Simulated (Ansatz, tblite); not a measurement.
**GeEt3(NMeEt) (C9H23GeN): one state, many levels**

How do method and basis change the picture of GeEt3(NMeEt) (C9H23GeN) (singlet)?

Computed with Ansatz 0.2.0, Gaussian basis. Level: as each input shows.

The runs, in order: GFN1-xTB, GFN2-xTB, PBE-D4/def2-TZVP, r2SCAN-D4/def2-TZVP, BHLYP-D4/def2-TZVP, r2SCAN0-D4/def2-TZVP, PBE-D4/def2-SVP, PBE0-D4/def2-SVP, HF/STO-3G, HF/6-31G, B3LYP-D4/6-31G, MP2/def2-SVP.

5 further runs of the same task are left out: 3 that didn't finish, 2 set aside as unsound or not needed.

### 1 The structure

The singlet was relaxed beforehand with PBE-D4/def2-SVP.

34 atoms, charge 0, spin multiplicity 1.

Bond lengths: Ge1–C2 1.978 Å, Ge1–C9 1.980 Å, Ge1–C16 1.988 Å, Ge1–N23 1.869 Å, C2–C3 1.532 Å, C2–H4 1.111 Å, C2–H5 1.112 Å, C3–H6 1.110 Å, C3–H7 1.109 Å, C3–H8 1.110 Å, C9–C10 1.533 Å, C9–H11 1.111 Å, C9–H12 1.111 Å, C10–H13 1.110 Å, C10–H14 1.110 Å, C10–H15 1.110 Å, C16–C17 1.532 Å, C16–H18 1.112 Å and more. Angles: C2–Ge1–C9 110.2°, C2–Ge1–C16 110.5°, C2–Ge1–N23 106.9°, C9–Ge1–C16 110.0°, C9–Ge1–N23 107.0°, C16–Ge1–N23 112.2°, Ge1–C2–C3 113.2°, Ge1–C2–H4 108.8°, Ge1–C2–H5 106.8°, C3–C2–H4 111.1°, C3–C2–H5 111.1°, H4–C2–H5 105.5°, C2–C3–H6 112.2°, C2–C3–H7 111.4°, C2–C3–H8 111.5°, H6–C3–H7 107.7°, H6–C3–H8 107.1°, H7–C3–H8 106.6° and more.

PBE0-D4/def2-TZVP was run before; its log isn't repeated, and its numbers join the tables.

### 2 GFN1-xTB

Tight binding, by tblite at 300 K electronic temperature and without a spin-polarisation term:

```python
tblite.interface.Calculator('GFN1-xTB', numbers, positions, charge=0, uhf=0).singlepoint()
```

Energy -986.6902 eV, HOMO -9.77 eV, LUMO -4.71 eV; 0.026 s.

### 3 GFN2-xTB

Tight binding, by tblite at 300 K electronic temperature and without a spin-polarisation term:

```python
tblite.interface.Calculator('GFN2-xTB', numbers, positions, charge=0, uhf=0).singlepoint()
```

Energy -974.7308 eV, HOMO -8.96 eV, LUMO -2.94 eV; 0.015 s.

### 4 PBE-D4/def2-TZVP

start.molden holds the orbitals of an earlier run on this state, given as this run's starting guess.

in.yaml

```yaml
crystal:
  periodic: [false, false, false]
  atoms:
    - {symbol: Ge, position_ang: [0.082382, 0.577735, 0.076595]}
    - {symbol: C, position_ang: [0.049851, 0.685459, 2.051573]}
    - {symbol: C, position_ang: [0.901366, -0.393247, 2.727918]}
    - {symbol: H, position_ang: [-1.005233, 0.635928, 2.395700]}
    - {symbol: H, position_ang: [0.403161, 1.703692, 2.323452]}
    - {symbol: H, position_ang: [0.854182, -0.331117, 3.835644]}
    - {symbol: H, position_ang: [0.574035, -1.411583, 2.433849]}
    - {symbol: H, position_ang: [1.970293, -0.307785, 2.440632]}
    - {symbol: C, position_ang: [1.946382, 0.687576, -0.582235]}
    - {symbol: C, position_ang: [2.700135, 1.911733, -0.050406]}
    - {symbol: H, position_ang: [1.925776, 0.697585, -1.692972]}
    - {symbol: H, position_ang: [2.457424, -0.254188, -0.289962]}
    - {symbol: H, position_ang: [3.738231, 1.963088, -0.441233]}
    - {symbol: H, position_ang: [2.200289, 2.861731, -0.334339]}
    - {symbol: H, position_ang: [2.771253, 1.902714, 1.057478]}
    - {symbol: C, position_ang: [-1.006302, 2.038175, -0.719714]}
    - {symbol: C, position_ang: [-2.490454, 1.972366, -0.345633]}
    - {symbol: H, position_ang: [-0.875315, 1.981986, -1.822168]}
    - {symbol: H, position_ang: [-0.559338, 3.007509, -0.406397]}
    - {symbol: H, position_ang: [-3.075901, 2.798003, -0.803001]}
    - {symbol: H, position_ang: [-2.951735, 1.020029, -0.680089]}
    - {symbol: H, position_ang: [-2.643421, 2.037049, 0.752401]}
    - {symbol: N, position_ang: [-0.563038, -1.114846, -0.384744]}
    - {symbol: C, position_ang: [-1.706528, -1.686049, 0.293590]}
    - {symbol: C, position_ang: [-0.334188, -1.631539, -1.724605]}
    - {symbol: C, position_ang: [0.300918, -3.028056, -1.749892]}
    - {symbol: H, position_ang: [-2.673023, -1.535234, -0.256559]}
    - {symbol: H, position_ang: [-1.597654, -2.785937, 0.446151]}
    - {symbol: H, position_ang: [-1.831519, -1.241150, 1.301217]}
    - {symbol: H, position_ang: [-1.291768, -1.655910, -2.310284]}
    - {symbol: H, position_ang: [0.331375, -0.932232, -2.276324]}
    - {symbol: H, position_ang: [0.445984, -3.382393, -2.791687]}
    - {symbol: H, position_ang: [1.287473, -3.015970, -1.241881]}
    - {symbol: H, position_ang: [-0.335074, -3.775125, -1.232077]}
basis:
  gaussian: {orbitals: def2-TZVP, initial_orbitals: start.molden}
hamiltonian: {xc: pbe, dispersion: d4}
scf: {omitted_lower_state_checks: [starts]}
output: {forces: true, orbitals: {seedname: orbitals}}
```

Started as:

```bash
> ansatz run in.yaml --threads 6 --pin off --events-out ev --progress --plain --max-ram 7833MiB
```

What it wrote (excerpt; [...] marks lines left out):

```text
Functional definition: PBE
  name "PBE"
  cite "Perdew, Burke & Ernzerhof, Phys. Rev. Lett. 77, 3865 (1996) doi:10.1103/PhysRevLett.77.3865"
  parent pbe
[...]
3145 factors; their error is unknown
[...]
mean field -67697.01500188 eV, -2487.8194146341 hartree, gradient 1.1e-5 eV, S^2 0.000000; 0 other end points of the search recorded, 0 dependent functions left out
[...]
reference -67697.01507534 eV, -2487.8194173338 hartree; 58, 58 occupied and 438, 438 virtual orbitals, 3145 factors
Total energy: -67697.95281377 eV, -2487.8538785855 hartree
Atom 0 at     0.082382     0.577735     0.076595 Å, force    -0.022961    -0.009025     0.010947 eV/Å
Atom 1 at     0.049851     0.685459     2.051573 Å, force    -0.171889     0.207758     0.188332 eV/Å
Atom 2 at     0.901366    -0.393247     2.727918 Å, force     0.158450    -0.198878     0.101919 eV/Å
Atom 3 at    -1.005233     0.635928     2.395700 Å, force     0.280039    -0.002296    -0.081477 eV/Å
Atom 4 at     0.403161     1.703692     2.323452 Å, force    -0.074938    -0.268342    -0.062499 eV/Å
Atom 5 at     0.854182    -0.331117     3.835644 Å, force     0.000534    -0.003704    -0.285750 eV/Å
Atom 6 at     0.574035    -1.411583     2.433849 Å, force     0.073092     0.269435     0.078794 eV/Å
Atom 7 at     1.970293    -0.307785     2.440632 Å, force    -0.280026    -0.011079     0.073511 eV/Å
[...]
Atom 18 at    -0.559338     3.007509    -0.406397 Å, force    -0.132594    -0.254752    -0.073544 eV/Å
Atom 19 at    -3.075901     2.798003    -0.803001 Å, force     0.165032    -0.203737     0.106601 eV/Å
Atom 20 at    -2.951735     1.020029    -0.680089 Å, force     0.136129     0.248454     0.080672 eV/Å
Atom 21 at    -2.643421     2.037049     0.752401 Å, force     0.058477    -0.012726    -0.290836 eV/Å
Atom 22 at    -0.563038    -1.114846    -0.384744 Å, force     0.061456    -0.026390     0.024224 eV/Å
Atom 23 at    -1.706528    -1.686049     0.293590 Å, force    -0.273837    -0.155573     0.165346 eV/Å
Atom 24 at    -0.334188    -1.631539    -1.724605 Å, force    -0.067599     0.130632    -0.313104 eV/Å
Atom 25 at     0.300918    -3.028056    -1.749892 Å, force     0.097119    -0.236065     0.057430 eV/Å
Atom 26 at    -2.673023    -1.535234    -0.256559 Å, force     0.254692    -0.017564     0.109050 eV/Å
Atom 27 at    -1.597654    -2.785937     0.446151 Å, force    -0.002661     0.284844    -0.049369 eV/Å
Atom 28 at    -1.831519    -1.241150     1.301217 Å, force     0.052681    -0.096904    -0.273299 eV/Å
Atom 29 at    -1.291768    -1.655910    -2.310284 Å, force     0.226207    -0.002077     0.163637 eV/Å
Atom 30 at     0.331375    -0.932232    -2.276324 Å, force    -0.157957    -0.177718     0.157730 eV/Å
Atom 31 at     0.445984    -3.382393    -2.791687 Å, force    -0.040961     0.111275     0.258154 eV/Å
Atom 32 at     1.287473    -3.015970    -1.241881 Å, force    -0.273474     0.006904    -0.145841 eV/Å
Atom 33 at    -0.335074    -3.775125    -1.232077 Å, force     0.162192     0.205218    -0.138947 eV/Å
Dipole moment:     0.023479     0.117870     0.002293 e Å
Checks for a lower state left out: starts
```

Wall time 12 s (6 threads of Arm Neoverse V2, shared host); peak memory 1.5 GiB.

HOMO -4.41 eV, LUMO -0.01 eV.

### 5 r2SCAN-D4/def2-TZVP

in.yaml, as its differences from that of step 4:

```diff
@@ -39,4 +39,4 @@
   gaussian: {orbitals: def2-TZVP, initial_orbitals: start.molden}
-hamiltonian: {xc: pbe, dispersion: d4}
+hamiltonian: {xc: r2scan, dispersion: d4}
 scf: {omitted_lower_state_checks: [starts]}
-output: {forces: true, orbitals: {seedname: orbitals}}
+output: {orbitals: {seedname: orbitals}}
```

Launched as before.

What it wrote:

```text
Functional definition: r2SCAN
  name "r2SCAN"
  cite "Furness, Kaplan, Ning, Perdew & Sun, J. Phys. Chem. Lett. 11, 8208 (2020) doi:10.1021/acs.jpclett.0c02405"
  cite "Furness, Kaplan, Ning, Perdew & Sun, J. Phys. Chem. Lett. 11, 9248 (2020) doi:10.1021/acs.jpclett.0c03077"
  parent r2scan
  parameter k0 = 0.174
  parameter k1 = 0.065
  parameter a1 = 4.9479
  exchange = r2scan_x(k0 = k0, k1 = k1, a1 = a1)
  correlation = r2scan_c
these checks for a lower state are left out or cut short: starts
3145 factors; their error is unknown
mean field evaluation 1: about -67714.2553 eV, gradient 8.7e0 eV
mean field evaluation 2: about -67714.3476 eV, gradient 9.5e-2 eV
mean field evaluation 4: about -67714.2533 eV, gradient 1.0e-3 eV
mean field -67714.25326464 eV, -2488.4529091062 hartree, gradient 1.2e-5 eV, S^2 0.000000; 0 other end points of the search recorded, 0 dependent functions left out
reference -67714.25328463 eV, -2488.4529098407 hartree; 58, 58 occupied and 438, 438 virtual orbitals, 3145 factors
Total energy: -67714.53584370 eV, -2488.4632936951 hartree
Checks for a lower state left out: starts
```

It took 17 s on 6 threads of Arm Neoverse V2, shared host; peak memory 1.6 GiB.

From the report: HOMO -4.64 eV, LUMO 0.58 eV.

### 6 BHLYP-D4/def2-TZVP

in.yaml, as its differences from that of step 5:

```diff
@@ -39,3 +39,3 @@
   gaussian: {orbitals: def2-TZVP, initial_orbitals: start.molden}
-hamiltonian: {xc: r2scan, dispersion: d4}
+hamiltonian: {xc: {name: BHLYP}, dispersion: d4}
 scf: {omitted_lower_state_checks: [starts]}
```

The command is unchanged.

What it wrote:

```text
Functional definition: BHLYP
  name "BHLYP"
  cite "Becke, J. Chem. Phys. 98, 1372 (1993) doi:10.1063/1.464304"
  cite "Becke, Phys. Rev. A 38, 3098 (1988) doi:10.1103/PhysRevA.38.3098"
  cite "Lee, Yang & Parr, Phys. Rev. B 37, 785 (1988) doi:10.1103/PhysRevB.37.785"
  parameter a = 0.5
  exchange = (1 - a)*b88_x + a*exact_x
  correlation = lyp_c
these checks for a lower state are left out or cut short: starts
3630 factors; their error is unknown
mean field evaluation 1: about -67712.7344 eV, gradient 1.3e1 eV
mean field evaluation 2: about -67712.9532 eV, gradient 2.3e-1 eV
mean field evaluation 4: about -67713.4854 eV, gradient 8.7e-4 eV
mean field -67713.48539566 eV, -2488.4246904416 hartree, gradient 1.5e-5 eV, S^2 0.000000; 0 other end points of the search recorded, 0 dependent functions left out
reference -67713.48570838 eV, -2488.4247019339 hartree; 58, 58 occupied and 438, 438 virtual orbitals, 3630 factors
Total energy: -67714.58968048 eV, -2488.4652721601 hartree
Checks for a lower state left out: starts
```

Wall time 23 s (6 threads of Arm Neoverse V2, shared host); peak memory 3.4 GiB.

HOMO -6.92 eV, LUMO 1.43 eV.

### 7 r2SCAN0-D4/def2-TZVP

in.yaml, as its differences from that of step 6:

```diff
@@ -39,3 +39,3 @@
   gaussian: {orbitals: def2-TZVP, initial_orbitals: start.molden}
-hamiltonian: {xc: {name: BHLYP}, dispersion: d4}
+hamiltonian: {xc: {name: r2SCAN0}, dispersion: d4}
 scf: {omitted_lower_state_checks: [starts]}
```

The command is unchanged.

What it wrote (excerpt; [...] marks lines left out):

```text
Functional definition: r2SCAN0
  name "r2SCAN0"
  cite "Bursch, Neugebauer, Ehlert & Grimme, J. Chem. Phys. 156, 134105 (2022) doi:10.1063/5.0086040"
  cite "Furness, Kaplan, Ning, Perdew & Sun, J. Phys. Chem. Lett. 11, 8208 (2020) doi:10.1021/acs.jpclett.0c02405"
  cite "Furness, Kaplan, Ning, Perdew & Sun, J. Phys. Chem. Lett. 11, 9248 (2020) doi:10.1021/acs.jpclett.0c03077"
  parent r2scan
[...]
3188 factors; their error is unknown
[...]
mean field -67712.83569553 eV, -2488.4008144022 hartree, gradient 2.3e-5 eV, S^2 0.000000; 0 other end points of the search recorded, 0 dependent functions left out
reference -67712.83571145 eV, -2488.4008149872 hartree; 58, 58 occupied and 438, 438 virtual orbitals, 3188 factors
Total energy: -67713.15955145 eV, -2488.4127158878 hartree
Checks for a lower state left out: starts
```

It took 30 s on 6 threads of Arm Neoverse V2, shared host; peak memory 3.2 GiB.

HOMO -5.85 eV, LUMO 1.16 eV.

### 8 PBE-D4/def2-SVP

in.yaml, as its differences from that of step 7:

```diff
@@ -38,4 +38,4 @@
 basis:
-  gaussian: {orbitals: def2-TZVP, initial_orbitals: start.molden}
-hamiltonian: {xc: {name: r2SCAN0}, dispersion: d4}
+  gaussian: {orbitals: def2-SVP, initial_orbitals: start.molden}
+hamiltonian: {xc: pbe, dispersion: d4}
 scf: {omitted_lower_state_checks: [starts]}
```

Same command.

What it wrote:

```text
Functional definition: PBE
  name "PBE"
  cite "Perdew, Burke & Ernzerhof, Phys. Rev. Lett. 77, 3865 (1996) doi:10.1103/PhysRevLett.77.3865"
  parent pbe
  parameter kappa = 0.804
  parameter beta = 0.06672455060314922
  exchange = pbe_x(kappa = kappa, mu = beta*pi^2/3)
  correlation = pbe_c(beta = beta)
these checks for a lower state are left out or cut short: starts
3279 factors; their error is unknown
mean field evaluation 1: about -67677.4821 eV, gradient 1.3e1 eV
mean field evaluation 2: about -67677.8925 eV, gradient 2.9e-1 eV
mean field evaluation 4: about -67677.7272 eV, gradient 7.7e-4 eV
mean field -67677.72715003 eV, -2487.1105991527 hartree, gradient 2.6e-5 eV, S^2 0.000000; 0 other end points of the search recorded, 0 dependent functions left out
reference -67677.72720079 eV, -2487.1106010178 hartree; 58, 58 occupied and 229, 229 virtual orbitals, 3279 factors
Total energy: -67678.66493922 eV, -2487.1450622695 hartree
Checks for a lower state left out: starts
```

Wall time 4.5 s (6 threads of Arm Neoverse V2, shared host).

From the report: HOMO -4.27 eV, LUMO 0.47 eV.

### 9 PBE0-D4/def2-SVP

in.yaml, as its differences from that of step 8:

```diff
@@ -39,3 +39,3 @@
   gaussian: {orbitals: def2-SVP, initial_orbitals: start.molden}
-hamiltonian: {xc: pbe, dispersion: d4}
+hamiltonian: {xc: pbe0, dispersion: d4}
 scf: {omitted_lower_state_checks: [starts]}
```

Same command.

What it wrote:

```text
Functional definition: PBE0
  name "PBE0"
  cite "Adamo & Barone, J. Chem. Phys. 110, 6158 (1999) doi:10.1063/1.478522"
  cite "Perdew, Burke & Ernzerhof, Phys. Rev. Lett. 77, 3865 (1996) doi:10.1103/PhysRevLett.77.3865"
  parent pbe
  parameter a = 0.25
  parameter kappa = 0.804
  parameter beta = 0.06672455060314922
  exchange = (1 - a)*pbe_x(kappa = kappa, mu = beta*pi^2/3) + a*exact_x
  correlation = pbe_c(beta = beta)
these checks for a lower state are left out or cut short: starts
3318 factors; their error is unknown
mean field evaluation 1: about -67681.3011 eV, gradient 9.3e0 eV
mean field evaluation 2: about -67681.5344 eV, gradient 1.6e-1 eV
mean field evaluation 4: about -67681.6214 eV, gradient 4.1e-4 eV
mean field -67681.62139242 eV, -2487.2537099207 hartree, gradient 1.4e-5 eV, S^2 0.000000; 0 other end points of the search recorded, 0 dependent functions left out
reference -67681.62143266 eV, -2487.2537113995 hartree; 58, 58 occupied and 229, 229 virtual orbitals, 3318 factors
Total energy: -67682.43784535 eV, -2487.2837140124 hartree
Checks for a lower state left out: starts
```

Wall time 9.5 s (6 threads of Arm Neoverse V2, shared host); peak memory 2 GiB.

Report: HOMO -5.59 eV, LUMO 1.32 eV.

### 10 HF/STO-3G

in.yaml, as its differences from that of step 9:

```diff
@@ -38,4 +38,4 @@
 basis:
-  gaussian: {orbitals: def2-SVP, initial_orbitals: start.molden}
-hamiltonian: {xc: pbe0, dispersion: d4}
+  gaussian: {orbitals: STO-3G}
+hamiltonian: {xc: hf}
 scf: {omitted_lower_state_checks: [starts]}
```

The command is unchanged.

What it wrote:

```text
Functional definition: HF
  name "HF"
  cite "Fock, Z. Phys. 61, 126 (1930) doi:10.1007/BF01340294"
  parent pbe
  exchange = exact_x
  correlation = 0
these checks for a lower state are left out or cut short: starts
1229 factors; integrals over basis functions are off by at most 5.3e-5 eV
mean field evaluation 1: about -66818.1583 eV, gradient 2.4e1 eV
mean field evaluation 2: about -66818.7991 eV, gradient 2.4e1 eV
mean field evaluation 4: about -66821.1123 eV, gradient 2.1e0 eV
mean field evaluation 8: about -66821.1277 eV, gradient 2.8e-4 eV
mean field -66821.12772901 eV, -2455.6311510539 hartree, gradient 8.8e-6 eV, S^2 0.000000; 0 other end points of the search recorded, 0 dependent functions left out
reference -66821.12772901 eV, -2455.6311510539 hartree; 58, 58 occupied and 33, 33 virtual orbitals, 1229 factors
Total energy: -66821.12772901 eV, -2455.6311510539 hartree
Checks for a lower state left out: starts
```

It took 0.7 s on 6 threads of Arm Neoverse V2, shared host.

Report: HOMO -6.61 eV, LUMO 11.64 eV.

### 11 HF/6-31G

in.yaml, as its differences from that of step 10:

```diff
@@ -38,3 +38,3 @@
 basis:
-  gaussian: {orbitals: STO-3G}
+  gaussian: {orbitals: 6-31G}
 hamiltonian: {xc: hf}
```

Same command.

What it wrote:

```text
Functional definition: HF
  name "HF"
  cite "Fock, Z. Phys. 61, 126 (1930) doi:10.1007/BF01340294"
  parent pbe
  exchange = exact_x
  correlation = 0
these checks for a lower state are left out or cut short: starts
2261 factors; integrals over basis functions are off by at most 1.9e-4 eV
mean field evaluation 1: about -67574.5639 eV, gradient 4.4e1 eV
mean field evaluation 2: about -67574.5542 eV, gradient 4.4e1 eV
mean field evaluation 4: about -67579.9017 eV, gradient 5.4e0 eV
mean field evaluation 8: about -67579.9761 eV, gradient 1.7e-4 eV
mean field -67579.97609585 eV, -2483.5183141694 hartree, gradient 2.0e-5 eV, S^2 0.000000; 0 other end points of the search recorded, 0 dependent functions left out
reference -67579.97609585 eV, -2483.5183141694 hartree; 58, 58 occupied and 107, 107 virtual orbitals, 2261 factors
Total energy: -67579.97609585 eV, -2483.5183141694 hartree
Checks for a lower state left out: starts
```

It took 2.4 s on 6 threads of Arm Neoverse V2, shared host.

HOMO -8.67 eV, LUMO 5.18 eV.

### 12 B3LYP-D4/6-31G

in.yaml, as its differences from that of step 11:

```diff
@@ -39,3 +39,3 @@
   gaussian: {orbitals: 6-31G}
-hamiltonian: {xc: hf}
+hamiltonian: {xc: {name: B3LYP}, dispersion: d4}
 scf: {omitted_lower_state_checks: [starts]}
```

The command is unchanged.

What it wrote (excerpt; [...] marks lines left out):

```text
Functional definition: B3LYP
  name "B3LYP"
  cite "Stephens, Devlin, Chabalowski & Frisch, J. Phys. Chem. 98, 11623 (1994) doi:10.1021/j100096a001"
  cite "Becke, Phys. Rev. A 38, 3098 (1988) doi:10.1103/PhysRevA.38.3098"
  cite "Lee, Yang & Parr, Phys. Rev. B 37, 785 (1988) doi:10.1103/PhysRevB.37.785"
  cite "Vosko, Wilk & Nusair, Can. J. Phys. 58, 1200 (1980) doi:10.1139/p80-159"
[...]
2261 factors; integrals over basis functions are off by at most 1.9e-4 eV
[...]
mean field -67707.01410691 eV, -2488.1868749666 hartree, gradient 2.3e-5 eV, S^2 0.000000; 0 other end points of the search recorded, 0 dependent functions left out
reference -67707.01444136 eV, -2488.1868872571 hartree; 58, 58 occupied and 107, 107 virtual orbitals, 2261 factors
Total energy: -67708.47808498 eV, -2488.2406751681 hartree
Checks for a lower state left out: starts
```

It took 4.3 s on 6 threads of Arm Neoverse V2, shared host.

Report: HOMO -5.10 eV, LUMO 1.58 eV.

### 13 MP2/def2-SVP

in.yaml, as its differences from that of step 12:

```diff
@@ -38,4 +38,4 @@
 basis:
-  gaussian: {orbitals: 6-31G}
-hamiltonian: {xc: {name: B3LYP}, dispersion: d4}
+  gaussian: {orbitals: def2-SVP, initial_orbitals: start.molden}
+correlation: {method: mp2}
 scf: {omitted_lower_state_checks: [starts]}
```

The command is unchanged.

What it wrote:

```text
Functional definition: HF
  name "HF"
  cite "Fock, Z. Phys. 61, 126 (1930) doi:10.1007/BF01340294"
  parent pbe
  exchange = exact_x
  correlation = 0
these checks for a lower state are left out or cut short: starts
2989 factors; integrals over basis functions are off by at most 1.2e-3 eV
mean field evaluation 1: about -67576.8802 eV, gradient 3.1e1 eV
mean field evaluation 2: about -67578.5265 eV, gradient 1.3e0 eV
mean field evaluation 4: about -67578.5445 eV, gradient 5.7e-2 eV
mean field evaluation 8: about -67578.5446 eV, gradient 1.0e-6 eV
mean field -67578.54455590 eV, -2483.4657060467 hartree, gradient 1.0e-6 eV, S^2 0.000000; 0 other end points of the search recorded, 0 dependent functions left out
19 core orbitals not correlated: weight in the atoms' cores, before any rotation towards them, 1.000 or more for the frozen orbitals, at most 0.000 for the correlated occupied ones
reference -67578.54455590 eV, -2483.4657060467 hartree; 39, 39 occupied and 229, 229 virtual orbitals, 2989 factors
second order -46.74771001 eV of doubles, -0.00000000 eV of singles
Total energy: -67625.29226592 eV, -2485.1836527030 hartree
Checks for a lower state left out: starts
```

Wall time 11 s (6 threads of Arm Neoverse V2, shared host); peak memory 1.2 GiB.

Report: Hartree-Fock HOMO -8.86 eV, LUMO 4.27 eV.

### 14 Levels side by side

```tsv
level	functions	HOMO (eV)	LUMO (eV)	gap (eV)	time
HF/STO-3G	91	-6.61	11.64	18.25	0.7 s
HF/6-31G	165	-8.67	5.18	13.85	2.4 s
PBE-D4/def2-SVP	287	-4.27	0.47	4.74	4.5 s
PBE-D4/def2-TZVP	496	-4.41	-0.01	4.41	12 s
r2SCAN-D4/def2-TZVP	496	-4.64	0.58	5.21	17 s
B3LYP-D4/6-31G	165	-5.10	1.58	6.69	4.3 s
PBE0-D4/def2-SVP	287	-5.59	1.32	6.92	9.5 s
PBE0-D4/def2-TZVP	496	-5.68	0.79	6.48	23 s
r2SCAN0-D4/def2-TZVP	496	-5.85	1.16	7.01	30 s
BHLYP-D4/def2-TZVP	496	-6.92	1.43	8.35	23 s
```

The pieces so far (eV):

```tsv
basis	HF	MP2 correlation	total
def2-SVP	-67578.5446	-46.7477	-67625.2923 (MP2)
```

### 15 Binding energy

Free atoms were run apart at each level; binding is atoms less cluster, divided by the number of atoms, without zero-point or spin-orbit terms.

```tsv
level	binding an atom (eV)
HF/STO-3G	3.809
HF/6-31G	2.869
HF/def2-SVP	3.026
PBE-D4/def2-SVP	4.088
PBE-D4/def2-TZVP	4.054
r2SCAN-D4/def2-TZVP	3.989
B3LYP-D4/6-31G	3.955
PBE0-D4/def2-SVP	4.047
PBE0-D4/def2-TZVP	4.008
r2SCAN0-D4/def2-TZVP	3.954
BHLYP-D4/def2-TZVP	3.901
MP2/def2-SVP	3.847
```

### 16 Summary of results

| quantity | value |
| --- | --- |
| gap in def2-TZVP, named functionals, smallest and largest | 4.41 eV (PBE-D4), 8.35 eV (BHLYP-D4) |
| correlation energy, MP2/def2-SVP | -46.75 eV |
| binding an atom, functionals in def2-TZVP | 3.90 (BHLYP-D4) to 4.05 eV (PBE-D4) |
| PBE0 total energy, smallest basis above largest | 18.93 eV (def2-SVP, def2-TZVP) |

Over the named functionals in def2-TZVP the gap runs from 4.41 eV (PBE-D4) to 8.35 eV (BHLYP-D4); exact exchange widens it.

The slowest run with a step of its own, r2SCAN0-D4/def2-TZVP, took 30 s; the quickest functional in def2-TZVP took 12 s (shared host).
